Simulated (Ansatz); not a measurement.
This script for a rigid scan of one bond length of CH6BGe, SMILES C[B][GeH3] with Ansatz 0.2.0, Python API holds a mistake.

Script `scan.py`:
```python
# -*- coding: utf-8 -*-
"""Stretching a bond of CH6BGe, the rest held rigid."""

import logging
import sys
import warnings

import ansatz as az
import numpy as np

logging.basicConfig(stream=sys.stdout, format="%(name)s: %(message)s")
logger = logging.getLogger("run")
logger.setLevel(logging.INFO)

GEOMETRY = """
C    -0.65560    1.04620   -0.91640
B     0.12710   -0.26110   -0.92130
Ge    0.66040   -1.11230    0.80700
H    -1.59850    0.93120   -1.44480
H    -0.13130    1.86540   -1.48820
H    -0.89440    1.44640    0.10960
H     2.26640   -1.20300    0.87810
H     0.12500   -2.51990    0.90850
H     0.18940   -0.23930    2.05030
"""

warnings.simplefilter("ignore", az.DeckWarning)

system = az.Crystal.molecule()
for line in GEOMETRY.strip().splitlines():
    symbol, *xyz = line.split()
    system = system.atom(symbol, [float(v) for v in xyz])

symbols = [site.symbol for site in system.cartesian_sites]
start = np.array([site.position_ang for site in system.cartesian_sites])
axis = (start[8] - start[2]) / np.linalg.norm(start[8] - start[2])
moving = [8]
lengths, energies = [1.4, 1.463, 1.527, 1.591, 1.654, 1.718, 1.781, 1.877], []
for length in lengths:
    xyz = start.copy()
    xyz[moving] += (length - np.linalg.norm(start[8] - start[2])) * axis
    point = az.Crystal.molecule()
    for symbol, place in zip(symbols, xyz):
        point = point.atom(symbol, place.tolist())
    job = (
        point.calculation()
        .basis(gaussian="def2-SVP")
        .functional("PBE")
        .spin("collinear", total=5)
    )
    summary = job.run(threads=1, backend="cpu").report
    energies.append(summary["free_energy_ev"])
    logger.info(f"r = {length:6.3f} A  E = {energies[-1]:.5f} eV  <S^2> = {abs(summary['mean_field']['state']['spin_squared']):.3f}")

# quartic fit about the minimum
fit = np.polynomial.Polynomial.fit(lengths, np.array(energies) - min(energies), 4).convert()
roots = [r.real for r in fit.deriv().roots() if abs(r.imag) < 1e-9 and fit.deriv(2)(r.real) > 0]
r_e = min(roots, key=lambda r: abs(r - lengths[int(np.argmin(energies))]))
logger.info(f"minimum of the fit at {r_e:.4f} A, force constant {fit.deriv(2)(r_e):.2f} eV/A^2")
```

`python scan.py` gives:
```text
run: r =  1.400 A  E = -58294.88510 eV  <S^2> = 8.755
run: r =  1.463 A  E = -58295.06452 eV  <S^2> = 8.755
run: r =  1.527 A  E = -58295.16076 eV  <S^2> = 8.755
run: r =  1.591 A  E = -58295.20021 eV  <S^2> = 8.755
run: r =  1.654 A  E = -58295.51648 eV  <S^2> = 8.754
run: r =  1.718 A  E = -58295.91518 eV  <S^2> = 8.754
run: r =  1.781 A  E = -58296.27252 eV  <S^2> = 8.754
run: r =  1.877 A  E = -58296.75172 eV  <S^2> = 8.754
run: minimum of the fit at 1.8877 A, force constant 115.39 eV/A^2
```

No error stopped it. What is wrong with the input all the same?

The fault: the spin state is higher than the ground state's. The correction:

```diff
--- before
+++ after
@@ -48,3 +48,3 @@
         .functional("PBE")
-        .spin("collinear", total=5)
+        .spin("collinear", total=1)
     )
```

After the fix:

```console
$ python scan.py
run: r =  1.400 A  E = -58306.32316 eV  <S^2> = 0.752
run: r =  1.463 A  E = -58306.48935 eV  <S^2> = 0.752
run: r =  1.527 A  E = -58306.56461 eV  <S^2> = 0.752
run: r =  1.591 A  E = -58306.56826 eV  <S^2> = 0.753
run: r =  1.654 A  E = -58306.51926 eV  <S^2> = 0.753
run: r =  1.718 A  E = -58306.42989 eV  <S^2> = 0.753
run: r =  1.781 A  E = -58306.31358 eV  <S^2> = 0.753
run: r =  1.877 A  E = -58306.10041 eV  <S^2> = 0.753
run: minimum of the fit at 1.5620 A, force constant 15.03 eV/A^2
```

Reading the output:
- Total energies depend on the basis set; only differences at equal settings carry meaning.
- The rest of the molecule is held rigid at a force-field or estimated start geometry, and the basis set is modest; single-reference methods fail as a bond breaks.
- The species is open-shell (spin multiplicity 2).
- It ran for 19 s on 1 thread of Intel(R) Xeon(R) Processor @ 2.30GHz, on a shared host, peak memory 0.25 GiB.
